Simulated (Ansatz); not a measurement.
# AlFH₂SSi: basis-set convergence

An exercise on one series of results from a longer session: the logs are not shown, and one member is left open.

Computed with Ansatz 0.2.0, Gaussian basis. Level: one geometry, several basis sets.

Levels to be run: PBE0-D4/def2-SVP; ωB97M-V/def2-SVP; PBE0-D4/def2-QZVPP; ωB97M-V/def2-QZVPP; the functionals' def2-TZVPP values are taken from earlier runs.

**The geometry**

All runs share one geometry, relaxed beforehand with PBE0-D4 in a triple-zeta def2 set.

SMILES `[F][Al]1[SiH2][S]1`, 6 atoms, charge 0, spin multiplicity 1.

Atoms are counted from 1 here; the program's logs count them from 0.

Bond lengths: F1–Al2 1.638 Å, Al2–Si3 2.303 Å, Al2–S4 2.154 Å, Si3–S4 2.221 Å, Si3–H5 1.486 Å, Si3–H6 1.486 Å. Angles: F1–Al2–Si3 163.0°, F1–Al2–S4 137.4°, Si3–Al2–S4 59.7°, Al2–Si3–S4 56.8°, Al2–Si3–H5 125.1°, Al2–Si3–H6 125.1°, S4–Si3–H5 112.8°, S4–Si3–H6 112.8°, H5–Si3–H6 108.9°, Al2–S4–Si3 63.5°.

The first run:

Input file in.yaml:

```yaml
crystal:
  periodic: [false, false, false]
  atoms:
    - {symbol: F, position_ang: [-0.301951, -2.925431, 0.620876]}
    - {symbol: Al, position_ang: [-0.235288, -1.339744, 0.216118]}
    - {symbol: Si, position_ang: [0.432768, 0.854427, 0.012993]}
    - {symbol: S, position_ang: [-1.422093, 0.058739, -0.914031]}
    - {symbol: H, position_ang: [1.404038, 1.362860, -0.989716]}
    - {symbol: H, position_ang: [0.164624, 1.925048, 1.007560]}
basis:
  gaussian: {orbitals: def2-SVP}
hamiltonian: {xc: pbe0, dispersion: d4}
output: {orbitals: {seedname: orbitals}}
```

The run is started by

```console
$ ansatz run in.yaml --threads 2 --pin off --events-out ev --progress --plain --max-ram 4352MiB
```

Among the steps run: PBE0-D4 in def2-SVP; ωB97M-V in def2-SVP; PBE0-D4 in def2-QZVPP; ωB97M-V in def2-QZVPP.

One of the session's tables, all rows but one given; the rest of the session is left out.

It belongs to the step «Functionals by basis». 

```
functional       basis  HOMO (eV)  LUMO (eV)
   PBE0-D4    def2-SVP      -6.96      -1.71
   PBE0-D4  def2-TZVPP          ?          ?
   PBE0-D4  def2-QZVPP      -6.97      -1.83
   ωB97M-V    def2-SVP      -8.84       0.04
   ωB97M-V  def2-TZVPP      -8.88      -0.06
   ωB97M-V  def2-QZVPP      -8.90      -0.25
```

Q: Estimate the row for PBE0-D4, def2-TZVPP from the others.

**Answer.** HOMO (eV): -6.95; LUMO (eV): -1.77. In the column «HOMO (eV)» it is the highest.
